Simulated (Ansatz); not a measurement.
**C₂H₇BrGe: one species, many methods**

Aim: compute C₂H₇BrGe with functionals from several rungs and with coupled cluster, and see how far each lands from CCSD(T) at the basis-set limit for the atomisation energy.

Method: functionals in def2-TZVPP, the program's frozen cores in correlated methods; program: Ansatz 0.2.0, Gaussian basis.

Levels to be run: PBE-D4, r2SCAN-D4, PBE0-D4, B3LYP-D4, ωB97X-V, ωB97M-V, B2PLYP; CCSD(T)/def2-TZVPP; MP2/def2-QZVPP; extrapolation to the limit.

### Step 1. The relaxed structure

An earlier PBE0-D4 in a triple-zeta def2 set relaxation fixed the geometry.

11 atoms, charge 0, spin multiplicity 1.

Atoms are counted from 1 here; the program's logs count them from 0.

Bond lengths: Ge1–C2 1.970 Å, Ge1–H5 1.539 Å, Ge1–H6 1.536 Å, Ge1–H7 1.539 Å, C2–C3 1.502 Å, C2–H8 1.092 Å, C2–H9 1.092 Å, C3–Br4 1.960 Å, C3–H10 1.089 Å, C3–H11 1.089 Å. Angles: C2–Ge1–H5 109.8°, C2–Ge1–H6 109.5°, C2–Ge1–H7 109.8°, H5–Ge1–H6 109.4°, H5–Ge1–H7 108.8°, H6–Ge1–H7 109.4°, Ge1–C2–C3 111.6°, Ge1–C2–H8 108.0°, Ge1–C2–H9 108.0°, C3–C2–H8 110.8°, C3–C2–H9 110.8°, H8–C2–H9 107.4°, C2–C3–Br4 112.1°, C2–C3–H10 112.7°, C2–C3–H11 112.7°, Br4–C3–H10 104.8°, Br4–C3–H11 104.8°, H10–C3–H11 109.1°.

### Step 2. PBE-D4 (GGA)

File in.yaml:

```yaml
crystal:
  periodic: [false, false, false]
  atoms:
    - {symbol: Ge, position_ang: [0.052574, 1.550764, 0.306114]}
    - {symbol: C, position_ang: [-0.566456, -0.318653, 0.240773]}
    - {symbol: C, position_ang: [0.418099, -1.201485, -0.471083]}
    - {symbol: Br, position_ang: [-0.182178, -3.066081, -0.544539]}
    - {symbol: H, position_ang: [0.239525, 2.089298, -1.123005]}
    - {symbol: H, position_ang: [-0.985817, 2.409987, 1.043685]}
    - {symbol: H, position_ang: [1.399364, 1.629177, 1.045983]}
    - {symbol: H, position_ang: [-1.536699, -0.336073, -0.260167]}
    - {symbol: H, position_ang: [-0.722262, -0.659008, 1.266698]}
    - {symbol: H, position_ang: [0.564042, -0.914908, -1.511146]}
    - {symbol: H, position_ang: [1.385109, -1.239919, 0.027485]}
basis:
  gaussian: {orbitals: def2-TZVPP}
hamiltonian: {xc: pbe, dispersion: d4}
output: {forces: true, orbitals: {seedname: orbitals}}
```

On the command line:

```console
$ ansatz run in.yaml --threads 2 --pin off --events-out ev --progress --plain --max-ram 32768MiB --backend cpu
```

Further steps of the session: r2SCAN-D4 (meta-GGA); PBE0-D4 (hybrid); B3LYP-D4 (hybrid); ωB97X-V (range-separated); ωB97M-V (range-separated); B2PLYP (double hybrid); CCSD(T) in def2-TZVPP; MP2 in def2-QZVPP.

**Question.** What will the summary of the whole plan be? Wanted: atomisation energy, CCSD(T)/CBS; farthest; mean size of error, hybrid; mean size of error, range-separated; gap, smallest and largest; T1 diagnostic; triples share of the correlation energy.

**Answer**, as computed:

| quantity | value |
| --- | --- |
| atomisation energy, CCSD(T)/CBS | 3610.9 kJ/mol |
| functionals within 36.1 kJ/mol (1.0 %) | PBE-D4, r2SCAN-D4, PBE0-D4, B3LYP-D4, ωB97X-V, ωB97M-V |
| farthest | B2PLYP (-61.9 kJ/mol) |
| mean size of error, hybrid | 22.2 kJ/mol |
| mean size of error, range-separated | 16.5 kJ/mol |
| gap, smallest and largest | 5.39 eV (PBE-D4), 12.11 eV (ωB97X-V) |
| T1 diagnostic | 0.0095 |
| triples share of the correlation energy | 3.6 % |

What this shows: PBE-D4 is off by +17.1 kJ/mol. Double hybrids carry the basis error of their MP2 part in triple zeta, and no dispersion term here, so their miss is partly the set-up's. Misses under about 36.1 kJ/mol are within the doubt on the reference itself, which lacks core-valence correlation, relativity and higher excitations, and its outer-core shells are covered unevenly. All levels share the lack of spin-orbit coupling, which lowers the free heavy atoms and so the true binding. Hartree-Fock recovers 74 % of the binding; the rest is correlation. Orbital gaps span 5.4 to 12.1 eV; exact exchange widens them. Correlated methods include outer-core shells of Br, Ge, which these sets cover unevenly.
